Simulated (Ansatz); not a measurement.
# YOsC4N4: the cost of one run

Program: Ansatz 0.2.0. Level of theory: DFT PBE, scalar-relativistic, plane waves, PAW. These are calculated values, not measurements.

## Step 1: The structure to begin with

The structure is cubic, space group P-43m (No. 215). The conventional cell has a = 6.092 Å, b = 6.092 Å, c = 6.092 Å, α = 90.00°, β = 90.00°, γ = 90.00°. Y (site symmetry -43m) is surrounded by 4 N at 2.21 Å. Around Os (site symmetry -43m) lie 4 C at 1.90 Å. Around C (site symmetry 3m) lie 1 N at 1.17 Å and 1 Os at 1.90 Å. N (site symmetry 3m) is surrounded by 1 C at 1.17 Å.

Structure file:

```
Y Os C N
1.0
     6.09220    0.00000    0.00000
     0.00000    6.09220    0.00000
     0.00000    0.00000    6.09220
Y Os C N
1 1 4 4
Direct
  0.50000 0.50000 0.50000
  0.00000 0.00000 0.00000
  0.17968 0.17968 0.17968
  0.17968 0.82032 0.82032
  0.82032 0.17968 0.82032
  0.82032 0.82032 0.17968
  0.29056 0.29056 0.29056
  0.29056 0.70944 0.70944
  0.70944 0.29056 0.70944
  0.70944 0.70944 0.29056
```

Recipe of the guess: two interpenetrating cyanide-bridged diamond nets (P-43m, No. 215). Its size is a rough estimate.

## Step 2: Probe: one point on a coarse mesh

File input.yaml:

```yaml
crystal:
  lattice:
    - [6.09220004, 0.0, 0.0]
    - [0.0, 6.09220004, 0.0]
    - [0.0, 0.0, 6.09220004]
  atoms:
    - { symbol: "Y", position: [0.5, 0.5, 0.5] }
    - { symbol: Os, position: [0.0, 0.0, 0.0], spin: 1.0 }
    - { symbol: C, position: [0.17968158, 0.17968158, 0.17968158] }
    - { symbol: C, position: [0.17968158, 0.82031842, 0.82031842] }
    - { symbol: C, position: [0.82031842, 0.17968158, 0.82031842] }
    - { symbol: C, position: [0.82031842, 0.82031842, 0.17968158] }
    - { symbol: "N", position: [0.29056103, 0.29056103, 0.29056103] }
    - { symbol: "N", position: [0.29056103, 0.70943897, 0.70943897] }
    - { symbol: "N", position: [0.70943897, 0.29056103, 0.70943897] }
    - { symbol: "N", position: [0.70943897, 0.70943897, 0.29056103] }
basis:
  ecutwfc: 420
kpoints:
  mp_grid: { grid: [4, 4, 4] }
hamiltonian:
  xc: pbe
scf:
  occupations: { method: gaussian, width: 0.1 }
  lower_state_search: "off"
output:
  forces: true
  stress: true
  eigenvalues: true
  populations: true
magnetization:
  spin_polarized: true
```

The run is started by

```
$ ansatz run input.yaml --threads 1 --pin off --max-ram 2560MiB --backend cpu --events-out ev --progress --plain --runs-dir out
```

**Question.** How long does this run take on 1 thread of Intel Xeon Platinum 8488C (Sapphire Rapids), shared host, and how much memory does it need?

About 16 s, with a peak of 0.57 GiB.
